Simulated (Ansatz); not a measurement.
**B3LYP/aug-cc-pVDZ run of B2O2 (diboron dioxide)**

Aim: the vertical electron affinity of B2O2 (diboron dioxide) at B3LYP/aug-cc-pVDZ, from 2 runs. 

The results are computed with Ansatz 0.2.0.

47 further runs of the same task are left out: 5 that didn't finish, 42 set aside as unsound or not needed.

**1. The molecule**

B2O2: 4 atoms, total charge 0, spin state singlet. As SMILES, `O=BB=O`. The shape is that of a PBE0-D4/def2-TZVP optimisation.

Bond lengths: O1–B2 1.197 Å, B2–B3 1.640 Å, B3–O4 1.197 Å. Angles: O1–B2–B3 180.0°, B2–B3–O4 180.0°.

**2. The energy at B3LYP/aug-cc-pVDZ**

Contents of run.yaml:

```yaml
crystal:
  periodic: [false, false, false]
  atoms:
    - {symbol: O, position_ang: [-0.743090, 0.459760, 1.817650]}
    - {symbol: B, position_ang: [-0.302300, 0.187070, 0.739120]}
    - {symbol: B, position_ang: [0.302150, -0.186920, -0.739220]}
    - {symbol: O, position_ang: [0.743230, -0.459920, -1.817550]}
basis:
  gaussian:
    orbitals: aug-cc-pVDZ
magnetization:
  spin_polarized: false
  initial_magnetization: 0
hamiltonian:
  xc: {name: B3LYP}
accuracy: high
output:
  orbitals: {seedname: orbitals}
```

On the command line:

```
$ ansatz run run.yaml --threads 1 --pin off --max-ram 3480MiB --events-out events.jsonl --progress --plain --runs-dir runs
```

Standard output:

```text
Warning: RAYON_NUM_THREADS=1 ignored (pool sized by the plan → 1); use --threads N
Functional definition: B3LYP
  name "B3LYP"
  parameter a0 = 0.2
  parameter ax = 0.72
  parameter ac = 0.81
  exchange = (1 - a0 - ax)*slater_x + ax*b88_x + a0*exact_x
  correlation = (1 - ac)*vwn_rpa_c + ac*lyp_c
1577 factors; integrals over basis functions are off by at most 2.7e-9 eV
mean field evaluation 1: about -5438.9038 eV, gradient 7.7e1 eV
mean field evaluation 2: about -5372.6438 eV, gradient 1.9e2 eV
mean field evaluation 4: about -5449.5196 eV, gradient 4.3e0 eV
mean field evaluation 8: about -5449.5654 eV, gradient 2.9e-2 eV
mean field evaluation 16: about -5449.5654 eV, gradient 9.7e-8 eV
mean field -5449.56536276 eV, -200.2678332333 hartree, gradient 9.7e-8 eV, S^2 0.000000; 0 other end points of the search recorded, 0 dependent functions left out
reference -5449.56540593 eV, -200.2678348199 hartree; 13, 13 occupied and 79, 79 virtual orbitals, 1577 factors
Total energy: -5449.56540593 eV, -200.2678348199 hartree
```

Wall time 2.6 s (1 thread of Intel Xeon 6975P-C (Granite Rapids), shared host); peak memory 0.24 GiB.

**3. The doublet anion, same level**

Contents of job.yaml:

```yaml
crystal:
  periodic: [false, false, false]
  atoms:
    - {symbol: O, position_ang: [-0.743090, 0.459760, 1.817650]}
    - {symbol: B, position_ang: [-0.302300, 0.187070, 0.739120]}
    - {symbol: B, position_ang: [0.302150, -0.186920, -0.739220]}
    - {symbol: O, position_ang: [0.743230, -0.459920, -1.817550]}
basis:
  gaussian:
    orbitals: aug-cc-pVDZ
total_charge: -1
magnetization:
  spin_polarized: true
  initial_magnetization: 1
hamiltonian:
  xc: {name: B3LYP}
accuracy: high
output: {orbitals: {seedname: orbitals}}
```

On the command line:

```
$ ansatz run job.yaml --threads 1 --pin off --max-ram 3480MiB --events-out events.jsonl --progress --plain --runs-dir runs
```

Standard output, shortened:

```text
Warning: RAYON_NUM_THREADS=1 ignored (pool sized by the plan → 1); use --threads N
[... 2 set-up lines as earlier in the session ...]
[...]
1577 factors; integrals over basis functions are off by at most 2.7e-9 eV
[...]
mean field -5449.91779714 eV, -200.2807849579 hartree, gradient 1.2e-8 eV, S^2 0.751855; 18 other end points of the search recorded, 0 dependent functions left out
reference -5449.91782903 eV, -200.2807861297 hartree; 14, 13 occupied and 78, 79 virtual orbitals, 1577 factors
Total energy: -5449.91782903 eV, -200.2807861297 hartree
```

Run time: 36 s. Hardware: 1 thread of Intel Xeon 6975P-C (Granite Rapids), shared host; peak memory 0.39 GiB.

**4. Results**

At B3LYP/aug-cc-pVDZ:

| quantity | value |
| --- | --- |
| singlet B2O2: total energy | -200.26783 Eh |
| singlet B2O2: HOMO energy | -10.73 eV |
| singlet B2O2: LUMO energy | -2.68 eV |
| singlet B2O2: HOMO–LUMO gap | 8.05 eV |
| doublet anion: total energy | -200.28079 Eh |
| doublet anion: HOMO energy (highest over α and β) | 1.72 eV |
| doublet anion: LUMO energy (lowest over α and β) | 3.12 eV |
| doublet anion: ⟨S²⟩ | 0.752 |
| vertical electron affinity (to the doublet anion) | 0.352 eV |

What this shows: At fixed nuclei the extra electron is bound by 0.35 eV (34.0 kJ/mol). The HOMO (doublet anion) lies at positive energy, 1.72 eV; only total energies tell whether the electron is bound.
